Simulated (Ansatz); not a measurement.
# C3H6BN: small, medium and large basis sets

Aim: see how fast density functionals converge with the basis set for C3H6BN.

Program: Ansatz 0.2.0, Gaussian basis. Level of theory: one geometry, several basis sets. These are calculated values, not measurements.

The runs, in order: PBE0-D4/def2-SVP; ωB97M-V/def2-SVP; PBE0-D4/def2-QZVPP; ωB97M-V/def2-QZVPP; the functionals' def2-TZVPP values are taken from earlier runs.

1 further run of the same task is left out (it didn't finish).

## 1. The geometry

All runs share one geometry, relaxed beforehand with PBE0-D4 in a triple-zeta def2 set.

SMILES `BNC#CC`, 11 atoms, charge 0, spin multiplicity 1.

Atoms are counted from 1 here; the program's logs count them from 0.

Bond lengths: B1–N2 1.402 Å, B1–H6 1.194 Å, B1–H7 1.192 Å, N2–C3 1.352 Å, N2–H8 1.011 Å, C3–C4 1.201 Å, C4–C5 1.451 Å, C5–H9 1.093 Å, C5–H10 1.093 Å, C5–H11 1.093 Å. Angles: N2–B1–H6 117.3°, N2–B1–H7 119.0°, H6–B1–H7 123.6°, B1–N2–C3 126.7°, B1–N2–H8 119.3°, C3–N2–H8 114.1°, N2–C3–C4 179.7°, C3–C4–C5 179.4°, C4–C5–H9 111.6°, C4–C5–H10 110.6°, C4–C5–H11 111.1°, H9–C5–H10 107.8°, H9–C5–H11 108.0°, H10–C5–H11 107.6°.

Coordinates:

```mol
C3H6BN
  3D, bonds by distance, orders not assigned

 11 10  0  0  0  0  0  0  0  0999 V2000
   -1.0578   -0.9969    2.1099 B   0  0
   -1.3011   -0.4813    0.8294 N   0  0
   -0.3777   -0.0239   -0.0453 C   0  0
    0.4377    0.3838   -0.8269 C   0  0
    1.4343    0.8743   -1.7598 C   0  0
   -2.0032   -1.3568    2.7448 H   0  0
    0.0645   -1.0541    2.5069 H   0  0
   -2.2513   -0.4319    0.4888 H   0  0
    1.6585    0.1354   -2.5337 H   0  0
    2.3667    1.1066   -1.2392 H   0  0
    1.0947    1.7880   -2.2542 H   0  0
  1  2  8  0
  2  3  8  0
  3  4  8  0
  4  5  8  0
  1  6  8  0
  1  7  8  0
  2  8  8  0
  5  9  8  0
  5 10  8  0
  5 11  8  0
M  END
```

## 2. PBE0-D4 in def2-SVP

Contents of in.yaml:

```yaml
crystal:
  periodic: [false, false, false]
  atoms:
    - {symbol: B, position_ang: [-1.057787, -0.996863, 2.109915]}
    - {symbol: N, position_ang: [-1.301140, -0.481348, 0.829393]}
    - {symbol: C, position_ang: [-0.377660, -0.023870, -0.045279]}
    - {symbol: C, position_ang: [0.437707, 0.383756, -0.826935]}
    - {symbol: C, position_ang: [1.434314, 0.874269, -1.759838]}
    - {symbol: H, position_ang: [-2.003196, -1.356825, 2.744776]}
    - {symbol: H, position_ang: [0.064508, -1.054134, 2.506915]}
    - {symbol: H, position_ang: [-2.251338, -0.431882, 0.488778]}
    - {symbol: H, position_ang: [1.658467, 0.135424, -2.533706]}
    - {symbol: H, position_ang: [2.366736, 1.106572, -1.239183]}
    - {symbol: H, position_ang: [1.094689, 1.788001, -2.254235]}
basis:
  gaussian: {orbitals: def2-SVP}
hamiltonian: {xc: pbe0, dispersion: d4}
output: {orbitals: {seedname: orbitals}}
```

The run is started by

```
$ ansatz run in.yaml --threads 2 --pin off --events-out ev --progress --plain --max-ram 4352MiB
```

After this run come: ωB97M-V in def2-SVP; PBE0-D4 in def2-QZVPP; ωB97M-V in def2-QZVPP.

Before running them: what should the planned runs give, taken together? Wanted: PBE0-D4: double and triple zeta above quadruple; ωB97M-V: double and triple zeta above quadruple.

As calculated:

| quantity | value |
| --- | --- |
| PBE0-D4: double and triple zeta above quadruple | 6.18, 0.30 eV |
| ωB97M-V: double and triple zeta above quadruple | 6.45, 0.28 eV |

**Reading.** For PBE0-D4 the step from double to triple zeta gains 5.87 eV and the next only 0.30 eV. Total energies overstate the basis error of differences, where much of it tends to cancel. The LUMO of ωB97M-V is positive and keeps falling with the basis (1.76 to 1.18 eV): an unbound level that the basis holds in place.
